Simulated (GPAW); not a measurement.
The system is TaAs.

```
Ta As
1.0
    -1.72181    1.72181    5.86794
     1.72181   -1.72181    5.86794
     1.72181    1.72181   -5.86794
Ta As
2 2
Cartesian
  0.0000 0.0000 5.8676
  1.7218 0.0000 2.9336
  0.0000 0.0000 0.9698
  0.0000 1.7218 3.9037
```

The cell is a database's computed one.

Base run:

| Quantity | Value |
| --- | --- |
| Program | GPAW 26.7.0 |
| Functional | PBE |
| Potentials or basis | GPAW PAW data sets (gpaw-data 1.2.1) |
| Cutoff | 450 eV |
| Basis | pw |
| k mesh | 9 × 9 × 9 |
| Occupations | fermi-dirac, width 0.05 eV |
| Spin | no spin polarisation |

Its results: band gap on the k mesh none (metal or under the smearing width); pressure 2.6 GPa; largest force 0.023 eV/Å.

Question: The run is repeated on the same cell with these changes: k mesh from 9 × 9 × 9 to 7 × 7 × 7. What comes out?

Answer: Band gap on the k mesh 0.07 eV, direct; pressure 2.7 GPa; largest force 0.029 eV/Å.

Caveats: the cutoff is short for stress and forces, so pressures can be off by a GPa or more; spin-orbit coupling is left out, which moves the levels of the heavy elements (some runs); an odd mesh through Γ misses points on the zone boundary, where band edges often lie (some runs).

Not every run made on this cell is shown here.
